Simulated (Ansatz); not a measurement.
# CH6AlNSi: how energies converge with the basis set

An exercise on one series of results from a longer session: the logs are not shown, and one member is left open.

The runs use Ansatz 0.2.0, Gaussian basis; one geometry, several basis sets.

Levels to be run: PBE0-D4/def2-SVP; ωB97M-V/def2-SVP; PBE0-D4/def2-QZVPP; ωB97M-V/def2-QZVPP; the functionals' def2-TZVPP values are taken from earlier runs.

## Structure used throughout

An earlier PBE0-D4 in a triple-zeta def2 set relaxation fixed the geometry.

SMILES `C[SiH]1[NH][AlH]1`, 10 atoms, charge 0, spin multiplicity 1.

Atoms are counted from 1 here; the program's logs count them from 0.

Bond lengths: C1–Si2 1.873 Å, C1–H5 1.094 Å, C1–H6 1.095 Å, C1–H7 1.091 Å, Si2–N3 1.761 Å, Si2–Al4 2.305 Å, Si2–H8 1.497 Å, N3–Al4 1.778 Å, N3–H9 1.009 Å, Al4–H10 1.582 Å. Angles: Si2–C1–H5 110.2°, Si2–C1–H6 110.4°, Si2–C1–H7 111.7°, H5–C1–H6 107.5°, H5–C1–H7 108.4°, H6–C1–H7 108.5°, C1–Si2–N3 117.1°, C1–Si2–Al4 128.6°, C1–Si2–H8 106.5°, N3–Si2–Al4 49.7°, N3–Si2–H8 114.8°, Al4–Si2–H8 124.3°, Si2–N3–Al4 81.3°, Si2–N3–H9 130.4°, Al4–N3–H9 148.3°, Si2–Al4–N3 49.0°, Si2–Al4–H10 176.5°, N3–Al4–H10 134.4°.

The first run:

Input file in.yaml:

```yaml
crystal:
  periodic: [false, false, false]
  atoms:
    - {symbol: C, position_ang: [-1.630855, 0.260847, -0.357983]}
    - {symbol: Si, position_ang: [-0.001103, -0.638207, -0.150364]}
    - {symbol: N, position_ang: [1.158135, 0.051937, 0.981214]}
    - {symbol: Al, position_ang: [2.133650, 0.155742, -0.501475]}
    - {symbol: H, position_ang: [-2.188659, -0.158556, -1.200090]}
    - {symbol: H, position_ang: [-2.248134, 0.142718, 0.538310]}
    - {symbol: H, position_ang: [-1.482648, 1.326794, -0.539177]}
    - {symbol: H, position_ang: [-0.336030, -2.076446, 0.092303]}
    - {symbol: H, position_ang: [1.093461, 0.196982, 1.977779]}
    - {symbol: H, position_ang: [3.585182, 0.687089, -0.837517]}
basis:
  gaussian: {orbitals: def2-SVP}
hamiltonian: {xc: pbe0, dispersion: d4}
output: {orbitals: {seedname: orbitals}}
```

Started as:

```bash
$ ansatz run in.yaml --threads 2 --pin off --events-out ev --progress --plain --max-ram 4352MiB
```

Steps of the session up to this table: PBE0-D4 in def2-SVP; ωB97M-V in def2-SVP; PBE0-D4 in def2-QZVPP; ωB97M-V in def2-QZVPP.

One of the session's tables, all rows but one given; the rest of the session is left out.

It belongs to the step «Density functionals: the series». 

| functional | basis | HOMO (eV) |
| --- | --- | --- |
| PBE0-D4 | def2-SVP | -6.21 |
| PBE0-D4 | def2-TZVPP | ? |
| PBE0-D4 | def2-QZVPP | -6.23 |
| ωB97M-V | def2-SVP | -8.12 |
| ωB97M-V | def2-TZVPP | -8.16 |
| ωB97M-V | def2-QZVPP | -8.18 |

Q: Estimate the row for PBE0-D4, def2-TZVPP from the others.

**Answer.** HOMO (eV): -6.22. In the column «HOMO (eV)» it lies between PBE0-D4, def2-QZVPP (-6.23) and PBE0-D4, def2-SVP (-6.21).
